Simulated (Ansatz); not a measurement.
# C₂H₄BFOSe: up Jacob's ladder to CCSD(T)

An exercise on one series of results from a longer session: the logs are not shown, and one member is left open.

Method: functionals in def2-TZVPP, the program's frozen cores in correlated methods; program: Ansatz 0.2.0, Gaussian basis.

Plan: PBE-D4, r2SCAN-D4, PBE0-D4, B3LYP-D4, ωB97X-V, ωB97M-V, B2PLYP; CCSD(T)/def2-TZVPP; MP2/def2-QZVPP; extrapolation to the limit.

## Structure used throughout

The geometry comes from an earlier relaxation with PBE0-D4 in a triple-zeta def2 set; it is a stationary point, not always the lowest conformer.

SMILES `B[C@@H]1O[C@@]1(F)[SeH]`, 10 atoms, charge 0, spin multiplicity 1.

Atoms are counted from 1 here; the program's logs count them from 0.

Bond lengths: B1–C2 1.540 Å, B1–H7 1.190 Å, B1–H8 1.195 Å, C2–O3 1.477 Å, C2–C4 1.485 Å, C2–H9 1.087 Å, O3–C4 1.345 Å, C4–F5 1.351 Å, C4–Se6 1.936 Å, Se6–H10 1.468 Å. Angles: C2–B1–H7 120.7°, C2–B1–H8 118.2°, H7–B1–H8 121.1°, B1–C2–O3 118.6°, B1–C2–C4 119.0°, B1–C2–H9 121.4°, O3–C2–C4 54.0°, O3–C2–H9 111.9°, C4–C2–H9 113.8°, C2–O3–C4 63.3°, C2–C4–O3 62.7°, C2–C4–F5 118.6°, C2–C4–Se6 123.3°, O3–C4–F5 115.9°, O3–C4–Se6 115.6°, F5–C4–Se6 111.7°, C4–Se6–H10 93.3°.

As a file:

```mol
C2H4BFOSe
  3D, bonds by distance, orders not assigned

 10 10  0  0  0  0  0  0  0  0999 V2000
    0.1216   -1.6988    0.4920 B   0  0
    0.5495   -0.2190    0.4876 C   0  0
   -0.2227    0.7425    1.3007 O   0  0
   -0.3948    0.8021   -0.0322 C   0  0
   -1.5992    0.3966   -0.4906 F   0  0
    0.1769    2.4473   -0.8776 Se  0  0
   -0.8838   -2.0398    1.0307 H   0  0
    0.8119   -2.4871   -0.0815 H   0  0
    1.5950    0.0680    0.4058 H   0  0
   -0.0714    1.9371   -2.2319 H   0  0
  1  2  8  0
  2  3  8  0
  3  4  8  0
  4  5  8  0
  4  6  8  0
  1  7  8  0
  1  8  8  0
  2  9  8  0
  6 10  8  0
  2  4  8  0
M  END
```

Set-up of the first run:

File in.yaml:

```yaml
crystal:
  periodic: [false, false, false]
  atoms:
    - {symbol: B, position_ang: [0.121571, -1.698783, 0.492041]}
    - {symbol: C, position_ang: [0.549520, -0.218995, 0.487637]}
    - {symbol: O, position_ang: [-0.222691, 0.742531, 1.300724]}
    - {symbol: C, position_ang: [-0.394796, 0.802117, -0.032245]}
    - {symbol: F, position_ang: [-1.599173, 0.396623, -0.490563]}
    - {symbol: Se, position_ang: [0.176899, 2.447258, -0.877571]}
    - {symbol: H, position_ang: [-0.883825, -2.039802, 1.030690]}
    - {symbol: H, position_ang: [0.811935, -2.487118, -0.081526]}
    - {symbol: H, position_ang: [1.594997, 0.067974, 0.405758]}
    - {symbol: H, position_ang: [-0.071436, 1.937097, -2.231946]}
basis:
  gaussian: {orbitals: def2-TZVPP}
hamiltonian: {xc: pbe, dispersion: d4}
output: {forces: true, orbitals: {seedname: orbitals}}
```

Launch:

```bash
ansatz run in.yaml --threads 4 --pin off --events-out ev --progress --plain --max-ram 10444MiB
```

Among the steps run: PBE-D4 (GGA); r2SCAN-D4 (meta-GGA); PBE0-D4 (hybrid); B3LYP-D4 (hybrid); ωB97X-V (range-separated); ωB97M-V (range-separated); B2PLYP (double hybrid); CCSD(T) in def2-TZVPP; MP2 in def2-QZVPP.

One table of the session follows, with a row left open; its other results are not shown here.

It belongs to the step «Atomisation energies». 

| method | atomisation energy (kcal/mol) |
| --- | --- |
| PBE-D4 | 914.4 |
| r2SCAN-D4 | ? |
| PBE0-D4 | 886.0 |
| B3LYP-D4 | 875.5 |
| ωB97X-V | 881.9 |
| ωB97M-V | 879.9 |
| B2PLYP | 866.5 |
| HF/def2-TZVPP | 598.8 |
| MP2/def2-TZVPP | 878.4 |
| CCSD/def2-TZVPP | 830.5 |
| CCSD(T)/def2-TZVPP | 849.7 |
| MP2/CBS | 903.1 |
| CCSD(T)/CBS | 874.4 |

Q: Estimate the row for r2SCAN-D4 from the others.

As computed: atomisation energy (kcal/mol): 887.0. In the column «atomisation energy (kcal/mol)» it lies between PBE0-D4 (886.0) and MP2/CBS (903.1).

Caveats from the session: Free atoms (1 B, 2 C, 1 O, 1 F, 1 Se, 4 H) were run apart at each level; the atomisation energy is their sum less the molecule, without zero-point or spin-orbit terms.
